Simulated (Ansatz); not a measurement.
# CH10N2Si2: the cost of one run

All numbers below are computed with Ansatz 0.2.0 (RKS PBE-D4/def2-SVP).

## Step 1: The starting structure

Bond lengths: N1–C2 1.444 Å, C2–Si3 1.841 Å, Si3–Si4 2.318 Å, Si4–N5 1.694 Å, N1–H6 1.018 Å, N1–H7 1.068 Å, C2–H8 1.122 Å, C2–H9 1.070 Å, Si3–H10 1.514 Å, Si3–H11 1.519 Å, Si4–H12 1.444 Å, Si4–H13 1.580 Å, N5–H14 0.973 Å, N5–H15 1.009 Å. Angles (14 of 24 angles, heavy atoms first): N1–C2–Si3 109.4°, C2–Si3–Si4 110.1°, Si3–Si4–N5 115.8°, N1–C2–H8 109.7°, N1–C2–H9 107.8°, Si3–C2–H8 109.1°, Si3–C2–H9 109.7°, C2–N1–H6 113.1°, C2–N1–H7 107.5°, C2–Si3–H10 112.3°, C2–Si3–H11 109.7°, Si4–Si3–H10 110.7°, Si4–Si3–H11 108.8°, Si3–Si4–H12 113.2°.

As a file:

```xyz
15

N    -1.1366    1.7835    1.8273
C    -0.9271    0.9704    0.6522
Si    0.4085   -0.2513    0.9858
Si    0.7651   -1.5747   -0.8839
N     1.0484   -0.7430   -2.3317
H    -0.3677    2.4236    2.0131
H    -1.9122    2.4819    1.6000
H    -0.6232    1.6219   -0.2091
H    -1.8418    0.4572    0.4425
H     0.1148   -1.1083    2.1990
H     1.6981    0.4773    1.3230
H     1.8074   -2.5563   -0.6948
H    -0.6065   -2.2929   -1.1995
H     1.3584   -1.3841   -2.9946
H     0.1924   -0.3560   -2.7001
```

## Step 2: Relaxing end A

File input.yaml:

```yaml
crystal:
  periodic: [false, false, false]
  atoms:
    - { symbol: "N", position_ang: [-1.1366, 1.7835, 1.8273] }
    - { symbol: C, position_ang: [-0.9271, 0.9704, 0.6522] }
    - { symbol: Si, position_ang: [0.4085, -0.2513, 0.9858] }
    - { symbol: Si, position_ang: [0.7651, -1.5747, -0.8839] }
    - { symbol: "N", position_ang: [1.0484, -0.743, -2.3317] }
    - { symbol: H, position_ang: [-0.3677, 2.4236, 2.0131] }
    - { symbol: H, position_ang: [-1.9122, 2.4819, 1.6] }
    - { symbol: H, position_ang: [-0.6232, 1.6219, -0.2091] }
    - { symbol: H, position_ang: [-1.8418, 0.4572, 0.4425] }
    - { symbol: H, position_ang: [0.1148, -1.1083, 2.199] }
    - { symbol: H, position_ang: [1.6981, 0.4773, 1.323] }
    - { symbol: H, position_ang: [1.8074, -2.5563, -0.6948] }
    - { symbol: H, position_ang: [-0.6065, -2.2929, -1.1995] }
    - { symbol: H, position_ang: [1.3584, -1.3841, -2.9946] }
    - { symbol: H, position_ang: [0.1924, -0.356, -2.7001] }
basis:
  gaussian: { orbitals: def2-SVP }
hamiltonian:
  xc: pbe
  dispersion: d4
relax:
  f_tol: 0.02
  max_steps: 50
output:
  orbitals: {}
```

Started as:

```bash
ansatz run input.yaml --threads 2 --pin off --max-ram 3072MiB --backend cpu --events-out ev --progress --plain --runs-dir out
```

Q: Estimate wall time and peak memory on 2 threads of AMD EPYC 7R43 (Zen 3), shared host.

About 26 s, with a peak of 0.19 GiB.
